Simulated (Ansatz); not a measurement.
# RuTe: the cost of one run

Program: Ansatz 0.2.0. Level of theory: DFT PBE+U (U_eff = 1 eV on Ru d), plane waves, PAW. These are calculated values, not measurements.

### 1 The system as given

The structure is hexagonal, space group P6_3mc (No. 186). The conventional cell has a = 4.399 Å, b = 4.399 Å, c = 7.205 Å, α = 90.00°, β = 90.00°, γ = 120.00°. Ru (site symmetry 3m) has 4 Te at 2.70 Å as nearest neighbours. Te (site symmetry 3m) has 4 Ru at 2.70 Å as nearest neighbours.

Structure file:

```
CELL_PARAMETERS angstrom
4.39947 0.00000 0.00000
-2.19973 3.81005 0.00000
0.00000 0.00000 7.20531
ATOMIC_POSITIONS crystal
Ru 0.66667 0.33333 0.00000
Ru 0.33333 0.66667 0.50000
Te 0.66667 0.33333 0.62520
Te 0.33333 0.66667 0.12520
```

Magnetic order typed: ferromagnetic.

An earlier series on this cell reached its lowest free state from «random orbitals: fully mixed, first filling», perhaps among other starts.

### 2 Random orbitals: single harmonics, second filling

input.yaml reads:

```yaml
crystal:
  lattice:
    - [4.39946931, 0.0, 0.0]
    - [-2.19973465, 3.81005218, 0.0]
    - [0.0, 0.0, 7.20531496]
  atoms:
    - { symbol: Ru, position: [0.6666666667, 0.3333333333, 0.0], spin: 2.0 }
    - { symbol: Ru, position: [0.3333333333, 0.6666666667, 0.5], spin: 2.0 }
    - { symbol: Te, position: [0.6666666667, 0.3333333333, 0.6252] }
    - { symbol: Te, position: [0.3333333333, 0.6666666667, 0.1252] }
basis:
  ecutwfc: 420
  ecutrho_ratio: 4
kpoints:
  mp_grid: { grid: [5, 5, 3] }
hamiltonian:
  xc: pbe
  hubbard:
    sites:
      - { site: 0, l: d, u_eff: 1.0, starting_ns: [{ spin: up, occupation_matrix: s0up }, { spin: down, occupation_matrix: s0down }] }
      - { site: 1, l: d, u_eff: 1.0, starting_ns: [{ spin: up, occupation_matrix: s1up }, { spin: down, occupation_matrix: s1down }] }
    occupation_matrices:
      s0up:
        matrix:
          - [0.97, 0.0, 0.0, 0.0, 0.0]
          - [0.0, 0.02, 0.0, 0.0, 0.0]
          - [0.0, 0.0, 0.97, 0.0, 0.0]
          - [0.0, 0.0, 0.0, 0.97, 0.0]
          - [0.0, 0.0, 0.0, 0.0, 0.97]
      s0down:
        matrix:
          - [0.02, 0.0, 0.0, 0.0, 0.0]
          - [0.0, 0.02, 0.0, 0.0, 0.0]
          - [0.0, 0.0, 0.02, 0.0, 0.0]
          - [0.0, 0.0, 0.0, 0.97, 0.0]
          - [0.0, 0.0, 0.0, 0.0, 0.97]
      s1up:
        matrix:
          - [0.97, 0.0, 0.0, 0.0, 0.0]
          - [0.0, 0.02, 0.0, 0.0, 0.0]
          - [0.0, 0.0, 0.97, 0.0, 0.0]
          - [0.0, 0.0, 0.0, 0.97, 0.0]
          - [0.0, 0.0, 0.0, 0.0, 0.97]
      s1down:
        matrix:
          - [0.02, 0.0, 0.0, 0.0, 0.0]
          - [0.0, 0.02, 0.0, 0.0, 0.0]
          - [0.0, 0.0, 0.02, 0.0, 0.0]
          - [0.0, 0.0, 0.0, 0.97, 0.0]
          - [0.0, 0.0, 0.0, 0.0, 0.97]
    ns_hold: { iters: 5 }
scf:
  occupations: { method: gaussian, width: 0.05 }
  lower_state_search: "off"
  max_iter: 150
output:
  forces: true
  stress: true
  eigenvalues: true
  populations: true
  hubbard: { sites: [{ site: 0, l: d }, { site: 1, l: d }] }
magnetization:
  spin_polarized: true
```

The typed matrices put 0.97 on the chosen orbitals and 0.02 on the others, and are held for 5 cycles.

The run is started by

```sh
$ ansatz run input.yaml --threads 2 --pin off --max-ram 3072MiB --backend cpu --events-out ev --progress --plain --runs-dir out
```

Q: Estimate wall time and peak memory on 2 threads of Arm Neoverse V2, shared host.

About 29 s, with a peak of 0.47 GiB.
